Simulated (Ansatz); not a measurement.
**ZrH4 (triplet): from Hartree-Fock to the top rungs at a displaced geometry (v2), def2-SVP**

An exercise on one series of results from a longer session: the logs are not shown, and one member is left open.

Computed with Ansatz 0.2.0, Gaussian basis. Level: def2-SVP, core rule «outside noble gas», up to 4 orbitals frozen.

To be run: UHF; CCSD(T) on ROHF; CCSD(T) on UHF; CISD as a restricted active space (open shells left free, so some higher excitations enter); CCSDT(Q) on ROHF; CCSDT(Q) on UHF.

38 further runs of the same task are left out: 18 for a known fault of the program, 6 that didn't finish, 14 set aside as unsound or not needed. Runs told in other sessions of the task aren't counted.

## What is computed

The geometry is a PBE0/def2-TZVP stationary point (not a proven minimum) with its atoms shifted at random (size 0.100 Å). No spin-orbit coupling is included. Elements past krypton take def2 core potentials.

5 atoms, charge 0, spin multiplicity 3.

Atoms are counted from 1 here; the program's logs count them from 0.

Bond lengths: Zr1–H2 1.890 Å, Zr1–H3 1.929 Å, Zr1–H4 1.948 Å, Zr1–H5 1.931 Å, H2–H4 0.770 Å. Angles: H2–Zr1–H3 132.6°, H2–Zr1–H4 23.1°, H2–Zr1–H5 134.4°, H3–Zr1–H4 135.4°, H3–Zr1–H5 28.5°, H4–Zr1–H5 122.7°, Zr1–H2–H4 82.7°, Zr1–H4–H2 74.2°.

The first run:

File in.yaml:

```yaml
crystal:
  periodic: [false, false, false]
  atoms:
    - {symbol: Zr, position_ang: [0.003878, 0.030945, 0.000472]}
    - {symbol: H, position_ang: [0.301568, -0.643432, -1.740095]}
    - {symbol: H, position_ang: [0.378188, -0.675856, 1.756047]}
    - {symbol: H, position_ang: [-0.463831, -0.731126, -1.730061]}
    - {symbol: H, position_ang: [-0.566890, -0.750259, 1.671378]}
basis:
  gaussian: {orbitals: def2-SVP}
magnetization: {spin_polarized: true, initial_magnetization: 2}
hamiltonian: {xc: hf}
output: {orbitals: {seedname: orbitals}}
```

Started as:

```console
$ ansatz run in.yaml --threads 1 --pin off --events-out ev --progress --plain --max-ram 2393MiB
```

Steps of the session up to this table: UHF; CCSD(T) on ROHF; CCSD(T) on UHF; CISD as a restricted active space (open shells left free, so some higher excitations enter); CCSDT(Q) on ROHF; CCSDT(Q) on UHF.

One table of the session follows, with a row left open; its other results are not shown here.

| method | from RCCSDT(Q) (kcal/mol) |
| --- | --- |
| ROHF | +96.92 |
| RMP2 | +20.88 |
| UMP2 | +20.30 |
| RCCSD | +4.02 |
| UCCSD | +3.06 |
| RCCSD(T) | +1.15 |
| UCCSD(T) | +0.21 |
| RCCSDT | +0.25 |
| UCCSDT | ? |
| RCCSDT(Q) | 0 |
| UCCSDT(Q) | -0.95 |

**Question.** Estimate the row for UCCSDT.

As computed: from RCCSDT(Q) (kcal/mol): -0.70. In the column «from RCCSDT(Q) (kcal/mol)» it lies between UCCSDT(Q) (-0.95) and RCCSDT(Q) (0).

Not comparable, so not listed: CISD as a restricted active space (open shells left free, so some higher excitations enter) (they don't share determinant, frozen orbitals or solution with the rows shown, or repeat one).

Left out of the table: UHF (another determinant or state than the rows shown).

Caveats from the session: The determinant of HF (⟨S²⟩ 2.60) is far from a pure spin state, so its energy mixes those of several spin states; that is harmless only where they are near-degenerate. Warnings: spin contamination; coupled cluster took another determinant than the lowest. Restricted and unrestricted rows rest on different reference determinants; a gap between their highest levels can come from leftover correlation error, from unlike frozen cores or from another state.
